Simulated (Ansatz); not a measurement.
# BH₇OSi (built from SMILES B.O[SiH3]): a barrier at many levels of theory

How high is the barrier of this step (B1–O6 tightened, H2–H5 formed, B1–H2 broken, H5–O6 broken), and how far do cheaper methods land from CCSD(T)?

The runs use Ansatz 0.2.0, Gaussian basis; single points in def2-TZVPP on PBE0-D4/def2-TZVP structures.

Levels: SPW92, PBE-D4, BLYP-D4, r2SCAN-D4, B97M-V, PBE0-D4, B3LYP-D4, r2SCAN0-D4, BHLYP-D4, CAM-B3LYP-D4, wB97X-V, wB97M-V, B2PLYP, PBE-QIDH, RPA on PBE, Hartree-Fock, MP2, CCSD, CCSD(T). The reference is CCSD(T) at the basis limit, from triple and quadruple zeta. Zero-point energies come from PBE0-D4 vibrations.

Correlated methods freeze the cores. B3LYP uses VWN-RPA correlation. B2PLYP carries no dispersion term here.

80 further runs of the same task are left out: 80 set aside as unsound or not needed.

## (1) The three structures

Charge 0, multiplicity 1. The folders r, ts and p hold the start, the saddle and the end; their coordinates stand in the first inputs.

```
 pair  r (Å)  ts (Å)  p (Å)
B1–O6  1.654   1.587  1.346
H2–H5  2.468   1.044  0.747
B1–H2  1.208   1.321  3.258
H5–O6  0.960   1.231  3.408
```

## (2) SPW92/def2-TZVPP

r/in.yaml

```yaml
crystal:
  periodic: [false, false, false]
  atoms:
    - {symbol: B, position_ang: [-0.826642, 0.487571, -1.053993]}
    - {symbol: H, position_ang: [-0.079422, 1.113565, -1.766790]}
    - {symbol: H, position_ang: [-0.740942, -0.718366, -1.200942]}
    - {symbol: H, position_ang: [-1.954417, 0.897648, -0.973760]}
    - {symbol: H, position_ang: [0.155043, 1.516264, 0.656762]}
    - {symbol: O, position_ang: [-0.190358, 0.640973, 0.464907]}
    - {symbol: Si, position_ang: [0.727258, -0.732934, 0.861775]}
    - {symbol: H, position_ang: [1.431014, -0.346240, 2.112302]}
    - {symbol: H, position_ang: [-0.226114, -1.828827, 1.103562]}
    - {symbol: H, position_ang: [1.704679, -1.029754, -0.203922]}
basis:
  gaussian: {orbitals: def2-TZVPP}
hamiltonian: {xc: lda}
```

ts/in.yaml

```yaml
crystal:
  periodic: [false, false, false]
  atoms:
    - {symbol: B, position_ang: [-0.902531, 0.480166, -0.891002]}
    - {symbol: H, position_ang: [-0.167868, 1.441754, -1.420658]}
    - {symbol: H, position_ang: [-0.648390, -0.519633, -1.502528]}
    - {symbol: H, position_ang: [-2.022974, 0.884786, -0.824171]}
    - {symbol: H, position_ang: [0.157569, 1.262532, -0.445222]}
    - {symbol: O, position_ang: [-0.156932, 0.550095, 0.508663]}
    - {symbol: Si, position_ang: [0.742790, -0.750031, 1.027549]}
    - {symbol: H, position_ang: [1.293473, -0.398137, 2.357285]}
    - {symbol: H, position_ang: [-0.145003, -1.933769, 1.116360]}
    - {symbol: H, position_ang: [1.849966, -1.017863, 0.073624]}
basis:
  gaussian: {orbitals: def2-TZVPP}
hamiltonian: {xc: lda}
```

p/in.yaml

```yaml
crystal:
  periodic: [false, false, false]
  atoms:
    - {symbol: B, position_ang: [-1.486868, -0.113283, -0.619547]}
    - {symbol: H, position_ang: [1.036242, 1.820386, -1.334048]}
    - {symbol: H, position_ang: [-0.904457, -0.408788, -1.631229]}
    - {symbol: H, position_ang: [-2.607001, 0.312507, -0.635773]}
    - {symbol: H, position_ang: [1.019846, 2.250428, -0.723830]}
    - {symbol: O, position_ang: [-0.882341, -0.261639, 0.574321]}
    - {symbol: Si, position_ang: [0.633037, -0.787870, 0.992721]}
    - {symbol: H, position_ang: [1.315706, 0.310898, 1.715455]}
    - {symbol: H, position_ang: [0.476059, -1.960767, 1.884775]}
    - {symbol: H, position_ang: [1.399878, -1.161973, -0.222943]}
basis:
  gaussian: {orbitals: def2-TZVPP}
hamiltonian: {xc: lda}
```

The same command starts each run, in its folder.

On the command line:

```bash
ansatz run in.yaml --threads 2 --pin off --events-out ev --progress --plain --max-ram 4352MiB
```

Further steps of the session: PBE-D4/def2-TZVPP; BLYP-D4/def2-TZVPP; r2SCAN-D4/def2-TZVPP; B97M-V/def2-TZVPP; PBE0-D4/def2-TZVPP; B3LYP-D4/def2-TZVPP; r2SCAN0-D4/def2-TZVPP; BHLYP-D4/def2-TZVPP; CAM-B3LYP-D4/def2-TZVPP; wB97X-V/def2-TZVPP; wB97M-V/def2-TZVPP; B2PLYP/def2-TZVPP; PBE-QIDH/def2-TZVPP; RPA on PBE/def2-TZVPP; CCSD(T)/def2-TZVPP; MP2/def2-QZVPP; Vibrations of the start structure; Vibrations of the end structure.

What does the calculation give? Wanted: barrier, CCSD(T)/CBS; reverse barrier, CCSD(T)/CBS; step energy, CCSD(T)/CBS; barrier with zero-point energy; step energy with zero-point energy; imaginary mode at the saddle; largest T1 diagnostic.

**Answer**, as computed:

| quantity | value |
| --- | --- |
| barrier, CCSD(T)/CBS | 96.5 kJ/mol |
| reverse barrier, CCSD(T)/CBS | 164.4 kJ/mol |
| step energy, CCSD(T)/CBS | -67.8 kJ/mol |
| barrier with zero-point energy | 85.3 kJ/mol |
| step energy with zero-point energy | -91.6 kJ/mol |
| imaginary mode at the saddle | 1344i cm⁻¹ |
| largest T1 diagnostic | 0.012 |

Among the functionals wB97M-V lands nearest to CCSD(T)/CBS (-1.0 kJ/mol) and SPW92 farthest (-33.5 kJ/mol). By rung, the mean size of the error is: LDA 33.5, GGA 19.7, meta-GGA 11.3, hybrid 8.5, range-separated hybrid 1.7, double hybrid 3.6 kJ/mol. PBE-D4 gives a barrier 24.4 kJ/mol too low, outside chemical accuracy (1 kcal/mol, 4.2 kJ/mol). Every functional without exact exchange puts the barrier too low, the usual mark of self-interaction error, which favours the spread-out density of a saddle. The barrier rises with the share of exact exchange, from BLYP-D4 through B3LYP-D4 to BHLYP-D4 (-14.9, -5.5, +10.2 kJ/mol). Hartree-Fock, with no correlation, is off by +37.4 kJ/mol. Zero-point motion lowers the barrier by 11.3 kJ/mol.
